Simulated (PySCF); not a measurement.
# Changing the system itself: CaCl

How does CaCl answer to another spin, charge, distance or environment?

Program: PySCF 2.14.0. Level of theory: method and basis as typed in the scripts. These are calculated values, not measurements.

5 further runs of the same task are left out: 5 that didn't finish.

## (1) Where the work starts

CaCl: 2 atoms, charge 0, spin multiplicity 2.

Bond lengths: Ca1–Cl2 2.143 Å.

## (2) Base script

input.py

```python
from pyscf import gto, dft

mol = gto.M(
    atom='Ca 0 0 0; Cl 0 0 2.143',
    basis='minao',
    charge=0,
    spin=1,
    verbose=4,
)
mf = dft.UKS(mol, xc='m062x')
mf.kernel()
mf.stability(internal=True, external=True)
mf.dip_moment()
print('orbital energies (hartree):', [e[max(0, n-3):n+3].round(4) for e, n in zip(mf.mo_energy, mol.nelec)])
```

On the command line:

```bash
$ OMP_NUM_THREADS=1 python input.py
```

The log of this run is left out.

It gives: E(SCF) = -1137.696994 Eh, 7 cycles, ⟨S²⟩ = 0.750, μ = 7.86 D, internal stable; real -> complex stable; UHF/UKS -> GHF/GKS stable.

The bond length is a typed value, not an optimised one.

## (3) PCM, ε = 78.36

Variant 1 changes solvent: none (gas phase) → PCM, ε = 78.36; step after the SCF: stability → analyze.

input.py

```python
from pyscf import gto, dft, solvent

mol = gto.M(
    atom='Ca 0 0 0; Cl 0 0 2.143',
    basis='minao',
    charge=0,
    spin=1,
    verbose=4,
)
mf = dft.UKS(mol, xc='m062x')
mf = solvent.PCM(mf)
mf.with_solvent.eps = 78.36
mf.kernel()
mf.analyze()
print('orbital energies (hartree):', [e[max(0, n-3):n+3].round(4) for e, n in zip(mf.mo_energy, mol.nelec)])
```

On the command line:

```bash
$ OMP_NUM_THREADS=1 python input.py
```

## (4) Lengths in bohr

Variant 2 changes length unit: angstrom → bohr; bond length: 2.143 Å → 2.143 bohr.

input.py: that of step 2 with these lines changed.

```diff
@@ -7,2 +7,3 @@
     spin=1,
+    unit='bohr',
     verbose=4,
```

## (5) Bond 3.214 Å

Variant 3 changes bond length: 2.143 Å → 3.214 Å.

input.py: that of step 2 with these lines changed.

```diff
@@ -3,3 +3,3 @@
 mol = gto.M(
-    atom='Ca 0 0 0; Cl 0 0 2.143',
+    atom='Ca 0 0 0; Cl 0 0 3.214',
     basis='minao',
```

**Question.** What will these runs give? Wanted: for each run, E(SCF); from base; SCF dipole; after the SCF.

**Answer**, as computed:

| run | E(SCF) (hartree) | from base (eV) | cycles | SCF dipole (D) | after the SCF |
| --- | --- | --- | --- | --- | --- |
| base | -1137.696994 | 0 | 7 | 7.86 | stable |
| PCM, ε = 78.36 | -1137.726416 | -0.8006 | 8 | 8.75 | n/a |
| lengths in bohr (poor choice) | -1134.310119 | not comparable | 6 | 1.30 | stable |
| bond 3.214 Å | -1137.756178 | -1.6105 | 8 | 8.88 | stable |

In words: The largest comparable shift of the SCF energy, -1.610 eV, comes with the run “bond 3.214 Å”. A continuum solvent with ε = 78.36 lowers the energy by 0.801 eV. Rows marked «poor choice» come from settings spoiled on purpose.
